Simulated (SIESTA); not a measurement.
## HPbNO4 in SIESTA: convergence with real-space mesh cutoff

HPbNO4:

```
H Pb N O
1.0
     4.19923    0.11117    0.16817
     1.91600    3.89132    0.12568
     1.76085    1.25259    6.37266
H Pb N O
1 1 1 4
Direct
  0.89145 0.68202 0.62796
  0.14426 0.92872 0.88352
  0.25670 0.28861 0.30171
  0.83108 0.65056 0.78405
  0.38694 0.22380 0.11295
  0.31104 0.03576 0.45856
  0.07726 0.60633 0.32275
```

The cell was built by a generator and needn't be a form met in nature.

* Program: SIESTA 5.4.2
* Task: single point
* Functional: PBE
* Potentials or basis: PseudoDojo 0.4 standard (PBE files)
* Basis: DZP (energy shift 0.003 Ry; two zetas on semicore shells)
* Grid cutoff: 100 Ry
* Energy shift: 0.003 Ry
* k mesh: 7 × 7 × 5
* Occupations: fermi-dirac, width 0.05 eV
* Spin: no spin polarisation

These are the settings of the first run; the series varies real-space mesh cutoff, with any setting tied to it.

Hardware: 4 MPI ranks on Arm Neoverse N1 (shared host).

| real-space mesh cutoff | energy less the tightest run, at zero smearing (meV/atom) | pressure (GPa) | largest force (eV/Å) | gap on the mesh (eV) | SCF cycles | CPU time (s) |
| --- | --- | --- | --- | --- | --- | --- |
| 100 Ry | -9.71 | 2.88 | - | 2.816 | 11 | 47 |
| 150 Ry | 0.43 | 2.71 | 1.379 | 2.813 | 11 | 53 |
| 200 Ry | 1.64 | 2.62 | 1.335 | 2.812 | 11 | 58 |
| 300 Ry | 1.19 | 2.59 | 1.321 | 2.811 | 11 | 71 |
| 400 Ry | 0.57 | 2.60 | 1.328 | 2.811 | 11 | 91 |
| 500 Ry | 0.34 | 2.60 | 1.328 | 2.811 | 11 | 110 |
| 700 Ry | 0.14 | 2.61 | 1.327 | 2.811 | 11 | 130 |
| 900 Ry | 0.03 | 2.61 | 1.327 | 2.810 | 11 | 210 |
| 1200 Ry | 0.00 | 2.61 | 1.327 | 2.810 | 11 | 290 |

Against the tightest run, the energy stays within 1 meV/atom from 400 Ry on; the pressure stays within 0.1 GPa from 150 Ry on; the largest force stays within 0.005 eV/Å from 400 Ry on; the gap on the mesh stays within 0.01 eV from 100 Ry on. Values are those asked for, which the program may round to a finer grid. The tightest run that finished is the yardstick and may itself not be fully converged.

Caveat, for the tightest run too: spin-orbit coupling is left out, which as a rule narrows the gap of such compounds by several tenths of an eV; an odd mesh through Γ misses points on the zone boundary, where band edges often lie; the basis of atomic orbitals isn't converged, which shifts pressures, moduli and gaps; forces of over 1 eV/Å show positions far from the minimum, so gaps and moduli don't describe the material at rest.
